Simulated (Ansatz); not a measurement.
# BrCuH2O: up Jacob's ladder to CCSD(T)

One table from this session's results is given with a row withheld; the runs are named, their logs left out.

Program: Ansatz 0.2.0, Gaussian basis. Level of theory: functionals in def2-TZVPP, the program's frozen cores in correlated methods. These are calculated values, not measurements.

Plan: LDA (SPW92), PBE-D4, revPBE-D4, BLYP-D4, r2SCAN-D4, B97M-V, PBE0-D4, B3LYP-D4, r2SCANh-D4, r2SCAN0-D4, HSE06-D4, BHLYP-D4, CAM-B3LYP-D4, LC-ωPBE, ωB97X-V, ωB97M-V, B2PLYP, PBE-QIDH; CCSD(T)/def2-SVP; CCSD(T)/def2-TZVPP; CCSD(T)/def2-QZVPP; extrapolation to the limit; RPA on PBE.

### The geometry

An earlier PBE0-D4 in a triple-zeta def2 set relaxation fixed the geometry.

SMILES `[OH2+][Cu-][Br]`, 5 atoms, charge 0, spin multiplicity 1.

Atoms are counted from 1 here; the program's logs count them from 0.

Bond lengths: O1–Cu2 1.966 Å, O1–H4 0.962 Å, O1–H5 0.962 Å, Cu2–Br3 2.204 Å. Angles: Cu2–O1–H4 115.5°, Cu2–O1–H5 115.5°, H4–O1–H5 107.1°, O1–Cu2–Br3 179.2°.

Coordinates:

```
O    -0.6866    0.7193   -0.3677
Cu    0.7045   -0.4008    0.4541
Br    2.2535   -1.6804    1.3594
H    -1.5934    0.4698   -0.1641
H    -0.6280    0.8183   -1.3231
```

The first run:

in.yaml

```yaml
crystal:
  periodic: [false, false, false]
  atoms:
    - {symbol: O, position_ang: [-0.686613, 0.719323, -0.367679]}
    - {symbol: Cu, position_ang: [0.704461, -0.400792, 0.454093]}
    - {symbol: Br, position_ang: [2.253515, -1.680415, 1.359405]}
    - {symbol: H, position_ang: [-1.593442, 0.469798, -0.164126]}
    - {symbol: H, position_ang: [-0.628019, 0.818286, -1.323093]}
basis:
  gaussian: {orbitals: def2-TZVPP}
hamiltonian: {xc: lda}
output: {orbitals: {seedname: orbitals}}
```

The run is started by

```sh
$ ansatz run in.yaml --threads 2 --pin off --events-out ev --progress --plain --max-ram 32768MiB --backend cpu
```

Steps of the session up to this table: LDA; PBE-D4 (GGA); revPBE-D4 (GGA); BLYP-D4 (GGA); r2SCAN-D4 (meta-GGA); B97M-V (meta-GGA); B3LYP-D4 (hybrid); r2SCANh-D4 (hybrid); r2SCAN0-D4 (hybrid); HSE06-D4 (hybrid); BHLYP-D4 (hybrid); CAM-B3LYP-D4 (range-separated); LC-ωPBE (range-separated); ωB97X-V (range-separated); ωB97M-V (range-separated); B2PLYP (double hybrid); PBE-QIDH (double hybrid).

One table of the session follows, with a row left open; its other results are not shown here.

It belongs to the step «Orbital energies across the functionals». 

```
  functional  HOMO (eV)  LUMO (eV)  gap (eV)
 LDA (SPW92)      -5.37      -2.39      2.98
      PBE-D4          ?          ?         ?
   revPBE-D4      -5.05      -2.19      2.86
     BLYP-D4      -5.04      -2.29      2.75
   r2SCAN-D4      -5.32      -1.73      3.58
      B97M-V      -5.44      -2.08      3.36
     PBE0-D4      -6.51      -1.37      5.14
    B3LYP-D4      -6.29      -1.75      4.54
  r2SCANh-D4      -5.89      -1.43      4.46
  r2SCAN0-D4      -6.68      -1.02      5.66
    HSE06-D4      -6.11      -1.74      4.37
    BHLYP-D4      -7.63      -0.75      6.88
CAM-B3LYP-D4      -7.85      -0.61      7.25
     LC-ωPBE      -9.13       0.71      9.85
     ωB97X-V      -8.83       0.52      9.36
     ωB97M-V      -8.76       0.12      8.88
```

**Question.** Estimate the row for PBE-D4.

As computed: HOMO (eV): -5.14; LUMO (eV): -2.25; gap (eV): 2.89. In the column «HOMO (eV)» it lies between r2SCAN-D4 (-5.32) and revPBE-D4 (-5.05).
